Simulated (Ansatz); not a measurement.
# LuBe: relaxation of cell and atoms with LDA

Crystal: LuBe.

```
Lu Be
1.0
     3.32037    0.00000    0.00000
     0.00000    3.32037    0.00000
     0.00000    0.00000    3.32037
Lu Be
1 1
Cartesian
  0.0000 0.0000 0.0000
  1.6602 1.6602 1.6602
```

The cell was built by a generator and needn't be a form met in nature.

```yaml
Program: Ansatz 0.2.0
Task: relaxation of cell and atoms
Functional: LDA
Potentials_or_basis: Ansatz PAW
Cutoff: "420 eV (not typed: the program's choice for these potentials)"
k_mesh: 8 × 8 × 8
Occupations: fermi-dirac, width 0.05 eV
Spin: no spin polarisation
```

The relaxed volume is 16.90 Å³/atom, the relaxed cell is a = 3.233 Å, b = 3.233 Å, c = 3.233 Å, α = 90.00°, β = 90.00°, γ = 90.00° and the space group after relaxing (to 0.05 Å) is Pm-3m (No. 221). The energy gained by relaxing is 24.9 meV/atom and the ionic steps are 5. The pressure after relaxing is 0.0 GPa. The band gap on the k mesh is none (metal or under the smearing width).

Step by step:
```tsv
step	energy change (eV)	largest force (eV/Å)	volume (Å³)
1	0.0000	0.0000	36.61
2	-0.0115	0.0000	31.51
3	-0.0501	0.0000	33.97
4	-0.0503	0.0000	33.80
5	-0.0498	0.0000	33.80
```

Final structure:
```yaml
crystal:
  lattice:
    - [3.23325, 0.00000, 0.00000]
    - [0.00000, 3.23325, 0.00000]
    - [0.00000, 0.00000, 3.23325]
  atoms:
    - { symbol: Lu, position: [0.00000, 0.00000, 0.00000] }
    - { symbol: Be, position: [0.50000, 0.50000, 0.50000] }
```

Levels at points of the mesh, in eV from the Fermi level:
| k point | band 12 | band 13 | band 14 | band 15 | band 16 | band 17 |
| --- | --- | --- | --- | --- | --- | --- |
| (0.00, 0.00, 0.00) | -4.38 | -0.12 | -0.12 | 4.76 | 4.76 | 4.76 |
| (0.00, 0.00, -0.50) | -4.27 | -2.84 | 0.92 | 1.81 | 1.81 | 6.69 |
| (0.00, -0.50, -0.50) | -3.44 | -0.15 | -0.08 | -0.08 | 3.82 | 3.82 |
| (-0.50, -0.50, -0.50) | -2.32 | -2.32 | -2.32 | 2.37 | 6.69 | 6.69 |

Run time: 6.4 s on 2 threads of Arm Neoverse V1 (shared host), peak memory 0.31 GiB.

Caveat: the plane-wave basis is chosen anew once the cell has moved, so the energies of steps on either side of that aren't comparable; the PAW data sets come from PBE, with cores solved anew for the run's functional, which leaves a small shift of forces and pressure. The run has no spin-orbit coupling, so splittings on Lu are missing.
